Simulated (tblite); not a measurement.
# BGeH6NO3Si: the cost of one run

Programs: tblite 0.8.0 and PySCF 2.14.0. All values are calculated, for the isolated system unless a continuum is named. Atoms count from 0, parts from 1.

## Step 1: The system as given

13 atoms, charge 0, multiplicity 1; geometry: distance geometry start.

## Step 2: Relaxing the cluster with GFN2-xTB

What the job is given:

```
{"job": {"kind": "relax", "xc": "GFN2-xTB", "basis": "xTB"}, "charge": 0, "multiplicity": 1}
Ge     0.117775     0.036234     1.450633
N      1.083500    -0.723552     0.142565
Si     2.774659    -0.374630    -0.020955
O     -1.084044     1.226613     0.919475
B     -2.312845     0.627996     0.411709
O     -3.110998     1.532842    -0.447037
O     -2.263151    -0.769545    -0.004432
H      0.624672    -1.087723    -0.686011
H      3.031959     0.999212     0.474660
H      3.206820    -0.468594    -1.401708
H      3.652682    -1.264035     0.862382
H     -2.633743     1.496782    -1.336723
H     -3.116460    -1.234279     0.156549
```

With the program's defaults for keys left out, this is: GFN2-xTB geometry optimisation, gas phase.

Launch:

```
$ OMP_NUM_THREADS=1 python cluster_run.py task.json out
```

The driver reads the jobs from task.json and runs them one after another.

**Question.** How long does this first job take on 1 thread of AMD EPYC 9R45, shared host?

About 3.2 s.
